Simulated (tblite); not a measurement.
# C3H8BClN2: the cost of one run

The runs use tblite 0.8.0 and PySCF 2.14.0, with density-fitted response routines of our own; the level of theory stands in each step. All values are computed, except where a source is named. Atoms are numbered from 0 throughout.

## (1) Starting geometry

15 atoms, charge 0, multiplicity 1; geometry from: force field or distance geometry start.

Bonds of the start (Å): C0–C1 1.32, C1–C2 1.49, C2–N3 1.41, N3–B4 1.50, B4–N5 1.51, B4–Cl6 1.85, C0–H7 1.10, C0–H8 1.09, C1–H9 1.09, C2–H10 1.12, C2–H11 1.12, N3–H12 1.02, N5–H13 1.05, N5–H14 1.04.

## (2) Geometry optimisation with GFN2-xTB

The job: settings as JSON, then the geometry in Å.

```
{"job": {"kind": "relax", "xc": "GFN2-xTB", "basis": "xTB"}, "charge": 0, "multiplicity": 1}
C     -2.501100     0.327100     0.388700
C     -1.215900     0.623700     0.362500
C     -0.411200     0.578500    -0.890800
N      0.658600    -0.342000    -0.857500
B      1.682000    -0.122800     0.210900
N      2.263000    -1.325900     0.920600
Cl     2.209100     1.573000     0.720900
H     -2.998700     0.062700    -0.552300
H     -3.038100     0.366600     1.332400
H     -0.719800     0.886200     1.300100
H     -0.097400     1.637600    -1.066100
H     -1.133900     0.233600    -1.679500
H      1.021300    -0.645300    -1.762000
H      2.752400    -1.921200     0.209500
H      1.525300    -1.923900     1.340700
```

Command:

```bash
> OMP_NUM_THREADS=1 python probes_run.py task.json out
```

One launch serves the whole session: the jobs run in the order shown.

Q: Estimate the wall time and peak memory of this first job on 1 thread of Arm Neoverse N1, shared host.

About 1.5 s, with a peak of 0.18 GiB.
